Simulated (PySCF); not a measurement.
# CH9GeNOSi: the cost of one run

Computed with PySCF 2.14.0, with density-fitted response routines of our own, on a single molecule in the gas phase. Atoms are numbered from 0 throughout.

## (1) The starting structure

14 atoms, charge 0, multiplicity 1; geometry from: GFN2-xTB. The atoms were then displaced at random by about 0.01 Å, so the start is not that level's minimum.

Bonds of the start (Å): C0–N1 1.48, N1–Ge2 1.82, Ge2–O3 1.68, O3–Si4 1.65, C0–H5 1.06, C0–H6 1.09, C0–H7 1.11, N1–H8 0.99, Ge2–H9 1.52, Ge2–H10 1.50, Si4–H11 1.44, Si4–H12 1.45, Si4–H13 1.49.

## (2) Relaxing the molecule at PBE0-D3(BJ)/def2-SVP

The job: settings as JSON, then the geometry in Å.

```
{"job": {"xc": "PBE0", "basis": "def2-SVP", "d3": "d3bj", "grid": 1, "shake": 0.01, "kind": "geom"}, "charge": 0, "multiplicity": 1}
C      2.457060    -0.437890     0.551160
N      1.038430    -0.461760     0.130590
Ge     0.142100     0.949980    -0.587920
O     -1.438510     0.413250    -0.769360
Si    -2.764460    -0.239980    -0.029600
H      2.617160    -1.175030     1.298560
H      3.149230    -0.562900    -0.279140
H      2.649060     0.568000     0.984950
H      0.810560    -1.350470    -0.251400
H      0.230120     2.070030     0.436390
H      0.489580     1.413200    -1.972080
H     -3.479610    -0.864630    -1.113180
H     -2.378130    -1.198180     0.983900
H     -3.529760     0.861300     0.609390
```

Started as:

```bash
OMP_NUM_THREADS=1 python probes_run.py task.json out
```

One launch serves the whole session: the jobs run in the order shown.

**Question.** How long does this first job take on 1 thread of Arm Neoverse V1, shared host, and how much memory does it need?

About 3.6 min, with a peak of 0.55 GiB.
